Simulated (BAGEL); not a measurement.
**A workflow on GeSiH5Cl (SMILES Cl[SiH2][GeH3])**

Wanted: the energy (HF/def2-SVP), then the energy (NEVPT2(2,2)/def2-SVP) of GeSiH5Cl. 

The results are computed with BAGEL 1.2.2.

3 further runs of the same task are left out: 1 that didn't finish, 2 set aside as unsound or not needed.

## (1) The structure to begin with

GeSiH5Cl: 8 atoms, total charge 0, spin state singlet. As SMILES, `Cl[SiH2][GeH3]`. The coordinates come from a PBE0-D4/def2-TZVP relaxation.

Bond lengths: Cl1–Si2 2.062 Å, Si2–Ge3 2.377 Å, Si2–H4 1.484 Å, Si2–H5 1.484 Å, Ge3–H6 1.536 Å, Ge3–H7 1.538 Å, Ge3–H8 1.536 Å. Some angles: Cl1–Si2–Ge3 109.1°, Cl1–Si2–H4 107.8°, Cl1–Si2–H5 107.8°, Ge3–Si2–H4 111.5°, Ge3–Si2–H5 111.5°, Si2–Ge3–H6 110.0°, Si2–Ge3–H7 109.9°, Si2–Ge3–H8 110.0°, H4–Si2–H5 109.1°, H6–Ge3–H7 108.9°.

## (2) The energy at HF/def2-SVP (density fitting with svp-jkfit) (run 1)

Contents of input.json:

```json
{ "bagel": [

{
  "title": "molecule",
  "basis": "svp",
  "df_basis": "svp-jkfit",
  "geometry": [
    { "atom": "Cl", "xyz": [ -4.32803785,  2.30017275, -0.58694704 ] },
    { "atom": "Si", "xyz": [ -0.78253370,  1.13874707, -1.71379073 ] },
    { "atom": "Ge", "xyz": [  1.09887574, -1.25137664,  1.59247221 ] },
    { "atom": "H", "xyz": [ -1.08394502, -0.39004136, -4.04552380 ] },
    { "atom": "H", "xyz": [  0.71942063,  3.43117383, -2.30962138 ] },
    { "atom": "H", "xyz": [  1.34397322,  0.38115776,  3.97995219 ] },
    { "atom": "H", "xyz": [  3.74449232, -2.14578401,  0.78537018 ] },
    { "atom": "H", "xyz": [ -0.53781606, -3.57214929,  2.19246025 ] }
  ]
},
{ "title": "hf" },
{ "title": "print", "file": "orbitals.molden", "orbitals": true }

]}
```

Command:

```sh
$ BAGEL_NUM_THREADS=1 BAGEL input.json > input.out
```

The log of the run:

```text
* using 1 threads per process

  ===============================================================
  ===============================================================

  *** Geometry ***

  { "atom" : "Cl", "xyz" : [     -4.328038,      2.300173,     -0.586947 ] },
  { "atom" : "Si", "xyz" : [     -0.782534,      1.138747,     -1.713791 ] },
  { "atom" : "Ge", "xyz" : [      1.098876,     -1.251377,      1.592472 ] },
  { "atom" : "H", "xyz" : [     -1.083945,     -0.390041,     -4.045524 ] },
  { "atom" : "H", "xyz" : [      0.719421,      3.431174,     -2.309621 ] },
  { "atom" : "H", "xyz" : [      1.343973,      0.381158,      3.979952 ] },
  { "atom" : "H", "xyz" : [      3.744492,     -2.145784,      0.785370 ] },
  { "atom" : "H", "xyz" : [     -0.537816,     -3.572149,      2.192460 ] },

  Number of auxiliary basis functions:      612

  Since a DF basis is specified, we compute 2- and 3-index integrals:
    o Being stored without compression. Storage requirement is 0.042 GB

  Number of basis functions:       93
  Number of electrons      :       68

    * METHOD: MOLECULE                             0.40

  *** RHF ***

  === Nuclear Repulsion ===
   314.9087638595

      * DIIS with orbital gradients will be used.

  === RHF iteration (svp) ===
      0      -2826.19505283          0.00712033           0.14
      1      -2826.24519713          0.00248141           0.14
      2      -2826.25096254          0.00084242           0.14
      3      -2826.25167829          0.00008996           0.14
      4      -2826.25168601          0.00003998           0.14
      5      -2826.25168714          0.00000689           0.14
      6      -2826.25168720          0.00000134           0.14
      7      -2826.25168720          0.00000036           0.14
      8      -2826.25168720          0.00000008           0.14
      9      -2826.25168720          0.00000002           0.14
     10      -2826.25168720          0.00000001           0.14
    * SCF iteration converged.

    * Permanent dipole moment:
           (   -0.561907,     0.210351,     0.120857) a.u.

    * METHOD: HF                                   1.81

    * METHOD: PRINT                                0.02

  ===============================================================
```

Run time: 2.4 s. Hardware: 1 thread of Arm Neoverse V1, shared host; peak memory 0.17 GiB.

## (3) The energy at NEVPT2(2,2)/def2-SVP (density fitting with svp-jkfit) (run 2)

Contents of input.json:

```json
{ "bagel" : [

{
  "title" : "molecule",
  "basis" : "svp",
  "df_basis" : "svp-jkfit",
  "geometry" : [
    { "atom" : "Cl", "xyz" : [    -4.32803785,     2.30017275,    -0.58694704 ] },
    { "atom" : "Si", "xyz" : [    -0.78253370,     1.13874707,    -1.71379073 ] },
    { "atom" : "Ge", "xyz" : [     1.09887574,    -1.25137664,     1.59247221 ] },
    { "atom" : "H", "xyz" : [    -1.08394502,    -0.39004136,    -4.04552380 ] },
    { "atom" : "H", "xyz" : [     0.71942063,     3.43117383,    -2.30962138 ] },
    { "atom" : "H", "xyz" : [     1.34397322,     0.38115776,     3.97995219 ] },
    { "atom" : "H", "xyz" : [     3.74449232,    -2.14578401,     0.78537018 ] },
    { "atom" : "H", "xyz" : [    -0.53781606,    -3.57214929,     2.19246025 ] }
  ]
},

{
  "title" : "hf"
},

{
  "title" : "nevpt2",
  "nstate" : 1,
  "nact" : 2,
  "nclosed" : 33,
  "active" : [26, 37],
  "maxiter" : 200,
  "natocc" : "true",
  "ncore" : 19
},

{
  "title" : "print",
  "file" : "orbitals.molden",
  "orbitals" : "true"
}

]}
```

Command:

```sh
$ BAGEL_NUM_THREADS=1 BAGEL input.json > input.out
```

The log of the run:

```text
* using 1 threads per process

  ===============================================================
  ===============================================================

  *** Geometry ***

  { "atom" : "Cl", "xyz" : [     -4.328038,      2.300173,     -0.586947 ] },
  { "atom" : "Si", "xyz" : [     -0.782534,      1.138747,     -1.713791 ] },
  { "atom" : "Ge", "xyz" : [      1.098876,     -1.251377,      1.592472 ] },
  { "atom" : "H", "xyz" : [     -1.083945,     -0.390041,     -4.045524 ] },
  { "atom" : "H", "xyz" : [      0.719421,      3.431174,     -2.309621 ] },
  { "atom" : "H", "xyz" : [      1.343973,      0.381158,      3.979952 ] },
  { "atom" : "H", "xyz" : [      3.744492,     -2.145784,      0.785370 ] },
  { "atom" : "H", "xyz" : [     -0.537816,     -3.572149,      2.192460 ] },

  Number of auxiliary basis functions:      612

  Since a DF basis is specified, we compute 2- and 3-index integrals:
    o Being stored without compression. Storage requirement is 0.042 GB

  Number of basis functions:       93
  Number of electrons      :       68

    * METHOD: MOLECULE                             0.40

  *** RHF ***

  === Nuclear Repulsion ===
   314.9087638595

      * DIIS with orbital gradients will be used.

  === RHF iteration (svp) ===
      0      -2826.19505283          0.00712033           0.14
      1      -2826.24519713          0.00248141           0.14
      2      -2826.25096254          0.00084242           0.14
      3      -2826.25167829          0.00008996           0.14
      4      -2826.25168601          0.00003998           0.14
      5      -2826.25168714          0.00000689           0.14
      6      -2826.25168720          0.00000134           0.14
      7      -2826.25168720          0.00000036           0.14
      8      -2826.25168720          0.00000008           0.14
      9      -2826.25168720          0.00000002           0.14
     10      -2826.25168720          0.00000001           0.14
    * SCF iteration converged.

    * Permanent dipole moment:
           (   -0.561907,     0.210351,     0.120857) a.u.

    * METHOD: HF                                   1.81

    * freezing 19 orbitals
  ---------------------------
      CASSCF calculation
  ---------------------------

    ==== Active orbitals : =====
         Orbital 26
         Orbital 37
    ============================

    * nstate   :      1
    * nclosed  :     33
    * nact     :      2
    * nvirt    :     58
  === CASSCF iteration (svp) ===

    * Using the second-order algorithm

      0  0     -2826.25199002     3.48e-05      0.03

      1  0     -2826.25318546     1.35e-04      0.52

      2  0     -2826.25976822     3.47e-04      0.53

      3  0     -2826.26036932     4.51e-05      0.70

      4  0     -2826.26038227     6.88e-06      0.68

      5  0     -2826.26038250     1.34e-06      0.70

      6  0     -2826.26038250     3.27e-07      0.68

      7  0     -2826.26038250     8.56e-08      0.74

      8  0     -2826.26038250     2.24e-08      0.61

      9  0     -2826.26038250     5.84e-09      0.59

    * Second-order optimization converged. *

     guess   0:   closed 1.                   open ..

  === FCI iteration ===

      0  0     -2826.25161759     4.94e-02      0.00
      1  0     -2826.26038105     4.83e-04      0.00
      2  0 *   -2826.26038250     3.10e-16      0.00

     * ci vector, state   0, <S^2> = 0.0000
       2.     0.9960804260
       .2    -0.0884521618

  === DF-NEVPT2 calculation ===

    * 3-index integral transformation done
    * assembly done

      NEVPT2 correlation energy:   -0.4564242125      0.21

          (+0)     -0.4030823774
          (+0)'    -0.0111471816
          (+1)     -0.0078348418
          (+1)'    -0.0000000000
          (+2)     -0.0003403635
          (-1)     -0.0269390606
          (-1)'     0.0000000000
          (-2)     -0.0070803876

      NEVPT2 total energy:       -2826.7168067128

    * METHOD: NEVPT2                               6.52

    * METHOD: PRINT                                0.02

  ===============================================================
```

Run time: 9 s. Hardware: 1 thread of Arm Neoverse V1, shared host; peak memory 0.17 GiB.

## (4) Summary of results

```
                                 quantity           value
         run 1, HF/def2-SVP: total energy  -2826.25169 Eh
        run 1, HF/def2-SVP: dipole moment          1.56 D
          run 1, HF/def2-SVP: HOMO energy       -10.83 eV
          run 1, HF/def2-SVP: LUMO energy         3.21 eV
        run 1, HF/def2-SVP: HOMO–LUMO gap        14.04 eV
run 2, NEVPT2(2,2)/def2-SVP: total energy  -2826.71681 Eh
```
